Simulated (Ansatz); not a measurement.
The system is NbTe.

```
Te Nb
1.0
     3.70297    0.00000    0.00000
    -1.85149    3.20687    0.00000
     0.00000    0.00000    3.69421
Te Nb
1 1
Direct
  0.66667 0.33333 0.00000
  0.00000 0.00000 0.50000
```

The cell comes from a database or a generator and needn't be the stable form of this composition.

Program: Ansatz 0.2.0. Alike in all runs: potentials or basis Ansatz PAW; no spin polarisation; cell as given; k mesh 8 × 8 × 7; smearing fermi-dirac 0.05 eV.

Problem. Order these runs on this cell by their pressure, lowest first.
A. level r2SCAN; cutoff (eV) 500; points for each segment of the path 14
B. level PBEsol+U; U Nb d U = 8 eV; cutoff (eV) 420; hubbard projectors ortho-atomic (the default); double counting fll (the default)
C. level PBEsol; cutoff (eV) 420
D. level LDA; cutoff (eV) 420; points for each segment of the path 14

Solution. D (-7.5 GPa), C (-5.2 GPa), A (-1.5 GPa), B (8.4 GPa).

Caveats: the PAW data sets come from PBE, with cores solved anew for the run's functional, which leaves a small shift of forces and pressure; U without spin polarisation on a metal has little footing (some runs); the U is typed as a test and isn't derived for this compound (some runs).

Not every run made on this cell is shown here.
